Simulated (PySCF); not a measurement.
# C₅H₁₃AsBN: geometry, NMR shifts and electronic excitations

Wanted: the NMR shifts and electronic excitations of C₅H₁₃AsBN (`C#C[C@@H](C)[AsH2+][BH2-]NC`), by calculation.

Programs: PySCF 2.14.0, with density-fitted response routines of our own. Each step states its level of theory. These are calculated values for one molecule in the gas phase, unless marked as measured. Atoms count from 0, in the outputs and in this text.

## 1. The molecule as given

21 atoms, charge 0, multiplicity 1; geometry from: GFN2-xTB.

Bonds of the start (Å): C0–C1 1.20, C1–C2 1.44, C2–C3 1.53, C2–As4 2.01, B5–N6 1.38, N6–C7 1.44, C0–H8 1.05, C2–H9 1.10, C3–H10 1.09, C3–H11 1.09, C3–H12 1.09, As4–H13 1.50, As4–H14 1.50, B5–H15 1.17, B5–H16 1.17, N6–H17 1.01, C7–H18 1.09, C7–H19 1.09, C7–H20 1.10.

## 2. Relaxing the molecule at PBE0-D3(BJ)/def2-SVP

The job: settings as JSON, then the geometry in Å.

```
{"job": {"xc": "PBE0", "basis": "def2-SVP", "d3": "d3bj", "grid": 1, "kind": "geom"}, "charge": 0, "multiplicity": 1}
C     -2.294861     2.190890    -1.330193
C     -1.797760     1.222540    -0.828347
C     -1.216750     0.026299    -0.264152
C     -2.291844    -0.893242     0.307764
As    -0.118727    -0.855947    -1.691630
B      1.810377    -0.690670     1.584740
N      2.265498    -0.259700     0.357935
C      2.499959     1.101098    -0.065399
H     -2.735238     3.049682    -1.742105
H     -0.523076     0.316888     0.534657
H     -2.874245    -0.378450     1.072460
H     -2.974215    -1.222028    -0.477033
H     -1.828798    -1.771084     0.759490
H     -1.316460    -1.302338    -2.485373
H     -0.099453    -2.193102    -1.005793
H      1.542186     0.100468     2.407692
H      1.697512    -1.842604     1.769298
H      2.552290    -0.928171    -0.346867
H      2.210007     1.782028     0.731885
H      3.556280     1.261594    -0.297978
H      1.910548     1.336702    -0.961351
```

**Question.** This job is followed by: GIAO PBE0/pcSseg-1 NMR shielding, non-relativistic, gas phase; TDDFT PBE0/def2-SVPD, vertical, gas phase, core orbitals frozen in the response; GIAO PBE/pcSseg-1 NMR shielding, non-relativistic, gas phase. Predict these results of the whole session: point group; rotational constants (main isotopes); 13C shifts against TMS (PBE0/pcSseg-1); 1H shifts against TMS (PBE0/pcSseg-1); 75As shifts against AsH3 (PBE0/pcSseg-1); 11B shifts against BF3·OEt2 (PBE0/pcSseg-1); 15N shifts against NH3 (PBE0/pcSseg-1); lowest singlet (PBE0/def2-SVPD); brightest single state of those computed; lowest triplet; range of the shift of As4.

**Answer**, as computed:

| quantity | value |
| --- | --- |
| point group | C1 |
| rotational constants (main isotopes) | 1.34, 0.87, 0.72 GHz |
| 13C shifts against TMS (PBE0/pcSseg-1) | 90.3, 76.8, 38.6, 29.5, 19.0 ppm |
| 1H shifts against TMS (PBE0/pcSseg-1) | 4.81, 4.74, 4.67, 3.34, 3.33, 3.32, 2.99, 2.96, 2.45, 2.09, 1.78, 1.54, 1.29 ppm |
| 75As shifts against AsH3 (PBE0/pcSseg-1) | 373 ppm |
| 11B shifts against BF3·OEt2 (PBE0/pcSseg-1) | 37.8 ppm |
| 15N shifts against NH3 (PBE0/pcSseg-1) | 145.5 ppm |
| lowest singlet (PBE0/def2-SVPD) | 6.04 eV (205 nm), f = 0.016 |
| brightest single state of those computed | state 3, 6.31 eV, f = 0.068 |
| lowest triplet | 5.03 eV |
| range of the shift of As4 | 373 to 399 ppm |

**Reading.** Relaxing lowered the energy by 0.143 eV in 17 steps; the close pair that moved most is As4–B5, from 3.806 to 3.948 Å. No frequency check was run at this level, so the end point may be a saddle. The structure rearranged or came apart on optimisation; the results belong to the end geometry, not to the formula as drawn. Shifts at one fixed geometry are not the observed spectrum, which averages over the motion. At PBE0/pcSseg-1: Shielding is most anisotropic at As4 (span 529 ppm, paramagnetic term -1340 ppm). The first singlet state (HOMO→LUMO 0.86) lies at 6.04 eV and is weak; of the 10 states computed, the strongest absorption comes from states 2 to 3 together at 6.31 eV. The lowest triplet lies 1.01 eV below the lowest singlet (triplets in Tamm-Dancoff, singlets in full TDDFT). Across the 2 runs the shift of As4 moves most, between 373 (PBE0/pcSseg-1) and 399 ppm (PBE/pcSseg-1). Spin-orbit coupling is left out, which matters for shieldings and couplings at and beside the heavy atoms.
